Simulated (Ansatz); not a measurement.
Predict the output of the script below (the Ansatz DFT code, driven from Python).

`clge3h6.xyz`
```text
10

Cl    2.93630    0.82140   -0.95810
Ge    2.14710   -0.21870    0.76890
Ge    0.00190   -1.12700    0.22380
Ge   -1.42750    0.64290   -0.51710
H     1.99300    0.78180    1.94260
H    -0.61160   -1.80110    1.47750
H     0.15700   -2.17270   -0.90970
H    -2.81700    0.06470   -0.88800
H    -0.79650    1.32280   -1.75890
H    -1.58270    1.68580    0.61890
```

The script, `clge3h6_field.py`:
```python
# -*- coding: utf-8 -*-
"""Response of ClGe3H6 to a pair of distant point charges."""

import ansatz
import numpy as np

BASIS = "def2-SVPD"
XC = "PBE"

geometry = ansatz.Crystal.molecule_from_extxyz("clge3h6.xyz")

setup = (
    geometry.calculation()
    .basis(gaussian=BASIS)
    .functional(XC)
    .spin("collinear", total=1)
    .scf(lower_state_search="standard")
    .forces()
)
# charges +q and -q at -R and +R make a nearly even field 2 k q / R^2 at the centre
centre = np.mean([site.position_ang for site in geometry.cartesian_sites], axis=0)
field = 2 * 14.399645 * 4.0 / 30.0 ** 2


def dipole(axis, sign):
    arm = 30.0 * np.eye(3)[axis]
    pair = [{"charge": sign * 4.0, "position_ang": (centre - arm).tolist()}, {"charge": -sign * 4.0, "position_ang": (centre + arm).tolist()}]
    deck = setup.input().set(ansatz.key.basis.gaussian.point_charges, pair)
    return np.array(ansatz.Session.from_dict(deck).plan().execute().report["charge_distribution"]["dipole_moment_e_ang"])


print(f"field {field:.4f} V/A")
alpha = np.array([(dipole(axis, 1) - dipole(axis, -1)) / (2 * field) * 14.399645 for axis in range(3)])
print("polarisability tensor (A^3)")
print(np.array2string(alpha, precision=3, suppress_small=True))
print(f"mean {np.trace(alpha) / 3:.3f} A^3 = {np.trace(alpha) / 3 / 0.14818471:.2f} bohr^3")
```

```console
$ python clge3h6_field.py
field 0.1280 V/A
polarisability tensor (A^3)
[[22.864  0.336  1.068]
 [ 0.32  16.608 -1.162]
 [ 1.061 -1.171 16.298]]
mean 18.590 A^3 = 125.45 bohr^3
```

Reading the output:
- These settings explore the input space; basis and method may be short of convergence.
- The geometry is a force-field or estimated start, not a minimum of this method, and the basis set is short of its limit. The field of two point charges is only nearly even.
- The species is open-shell (spin multiplicity 2).
- Timing: 2.2 min on 1 thread of Arm Neoverse V1, with other jobs on the host, peak memory 0.44 GiB.

(A comment or docstring line of the script was reworded after the run, the code is as it ran; lines on the test bed's own set-up are left out of the output.)
